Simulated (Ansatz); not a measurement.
# TaC2: one candidate of a structure search

The task: take a trial cell of TaC2 to zero force and stress.

Program: Ansatz 0.2.0. Level of theory: DFT PBE, scalar-relativistic, plane waves, PAW. These are calculated values, not measurements.

## (1) The structure to begin with

It takes space group P6/mmm (No. 191, hexagonal). The conventional cell has a = 4.164 Å, b = 4.164 Å, c = 3.311 Å, α = 90.00°, β = 90.00°, γ = 120.00°. Ta (site symmetry 6/mmm) is surrounded by 6 C at 2.40 Å. C (site symmetry -6m2) has 3 C at 2.40 Å and 3 Ta at 2.40 Å as nearest neighbours.

As a file:

```cif
data_structure
_symmetry_space_group_name_H-M 'P6/mmm'
_symmetry_Int_Tables_number 191
_cell_length_a 4.1636
_cell_length_b 4.1636
_cell_length_c 3.3112
_cell_angle_alpha 90.000
_cell_angle_beta 90.000
_cell_angle_gamma 120.000
_cell_volume 49.71
loop_
_atom_site_label
_atom_site_type_symbol
_atom_site_symmetry_multiplicity
_atom_site_Wyckoff_symbol
_atom_site_fract_x
_atom_site_fract_y
_atom_site_fract_z
_atom_site_occupancy
Ta1 Ta 1 b 0.00000 0.00000 0.50000 1
C1 C 2 d 0.33333 0.66667 0.50000 1
```

The cell is invented: random cell by space group and Wyckoff sites (P6/mmm, No. 191). Its size is a rough estimate.

## (2) A first look at the guess

Input file input.yaml:

```yaml
crystal:
  lattice:
    - [4.16356507, 0.0, 0.0]
    - [-2.08178254, 3.60575312, 0.0]
    - [0.0, 0.0, 3.31124589]
  atoms:
    - { symbol: Ta, position: [0.0, 0.0, 0.5] }
    - { symbol: C, position: [0.33333333, 0.66666667, 0.5] }
    - { symbol: C, position: [0.66666667, 0.33333333, 0.5] }
basis:
  ecutwfc: 420
kpoints:
  mp_grid: { grid: [6, 6, 6] }
hamiltonian:
  xc: pbe
scf:
  occupations: { method: gaussian, width: 0.1 }
  lower_state_search: "off"
output:
  forces: true
  stress: true
  eigenvalues: true
```

Run with:

```console
$ ansatz run input.yaml --threads 1 --pin off --max-ram 2560MiB --backend cpu --events-out ev --progress --plain --runs-dir out
```

The session goes on with these runs: coarse relaxation; final relaxation.

Q: Predict the outcome of this session. Wanted: conventional cell; volume; energy over the elements; gap on the mesh.

As calculated:

| quantity | value |
| --- | --- |
| symmetry at the end (tolerance 0.05 Å) | space group P6/mmm (No. 191) |
| conventional cell | a = 3.782 Å, b = 3.782 Å, c = 3.189 Å, α = 90.00°, β = 90.00°, γ = 120.00° |
| volume | 13.17 Å³/atom |
| energy over the elements | +2.18 eV/atom |
| gap on the mesh | none (metal) |

In words: The space group P6/mmm (No. 191) is kept, and the volume per atom shrinks by 20.5 % from the first guess. With a positive formation energy it can't be a ground state. No finished test with a distortion of lower symmetry is shown, so the end may be a saddle point. The runs treat Ta without spin-orbit coupling.
